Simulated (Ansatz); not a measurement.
# CH3Ga+ (doublet): from Hartree-Fock to the top rungs, cc-pVTZ

One table from this session's results is given with a row withheld; the runs are named, their logs left out.

The runs use Ansatz 0.2.0, Gaussian basis; cc-pVTZ, core rule «outside noble gas», up to 15 orbitals frozen.

Plan: UHF; CCSD(T) on ROHF; CCSD(T) on UHF; BCCD(T) on ROHF; CCSDT(Q) on ROHF; CCSDT(Q) on UHF.

7 further runs of the same task are left out: 1 for a known fault of the program, 6 set aside as unsound or not needed.

## The geometry

The geometry is a PBE0/def2-TZVP stationary point (not a proven minimum) of the parent state, kept for this charge and spin. No spin-orbit coupling is included. The filled d shell of Ga may be among the frozen orbitals whatever the setting's name suggests; the logs give the count.

5 atoms, charge 1, spin multiplicity 2.

Atoms are counted from 1 here; the program's logs count them from 0.

Bond lengths: C1–Ga2 1.914 Å, C1–H3 1.085 Å, Ga2–H4 1.568 Å, Ga2–H5 1.562 Å. Angles: Ga2–C1–H3 154.1°, C1–Ga2–H4 118.8°, C1–Ga2–H5 118.2°, H4–Ga2–H5 123.0°.

Set-up of the first run:

in.yaml reads:

```yaml
crystal:
  periodic: [false, false, false]
  atoms:
    - {symbol: C, position_ang: [0.000000, -0.088918, 1.623428]}
    - {symbol: Ga, position_ang: [0.000000, 0.009148, -0.287682]}
    - {symbol: H, position_ang: [0.000000, 0.334283, 2.622499]}
    - {symbol: H, position_ang: [0.000000, 1.420032, -0.970828]}
    - {symbol: H, position_ang: [0.000000, -1.327540, -1.096565]}
basis:
  gaussian: {orbitals: cc-pVTZ}
total_charge: 1
magnetization: {spin_polarized: true, initial_magnetization: 1}
hamiltonian: {xc: hf}
output: {orbitals: {seedname: orbitals}}
```

The run is started by

```bash
$ ansatz run in.yaml --threads 1 --pin off --events-out ev --progress --plain --max-ram 2816MiB --backend cpu
```

Among the steps run: UHF; CCSD(T) on ROHF; CCSD(T) on UHF; BCCD(T) on ROHF; CCSDT(Q) on ROHF; CCSDT(Q) on UHF.

One table of the session follows, with a row left open; its other results are not shown here.

| method | from UCCSDT(Q) (meV) |
| --- | --- |
| ROHF | +5950.1 |
| UHF | +5816.1 |
| RMP2 | +1276.4 |
| UMP2 | ? |
| RCCSD | +236.8 |
| UCCSD | +233.7 |
| RCCSD(T) | +60.8 |
| UCCSD(T) | +60.1 |
| BCCD(T) | +61.3 |
| RCCSDT | +12.1 |
| UCCSDT | +11.0 |
| RCCSDT(Q) | +3.9 |
| UCCSDT(Q) | 0 |

**Question.** Estimate the row for UMP2.

**Answer.** from UCCSDT(Q) (meV): +1286.3. In the column «from UCCSDT(Q) (meV)» it lies between RMP2 (+1276.4) and UHF (+5816.1).

Caveats from the session: Restricted and unrestricted rows rest on different reference determinants; where their highest levels disagree by more than a few hundredths of an eV, they describe different states and don't form one ladder.
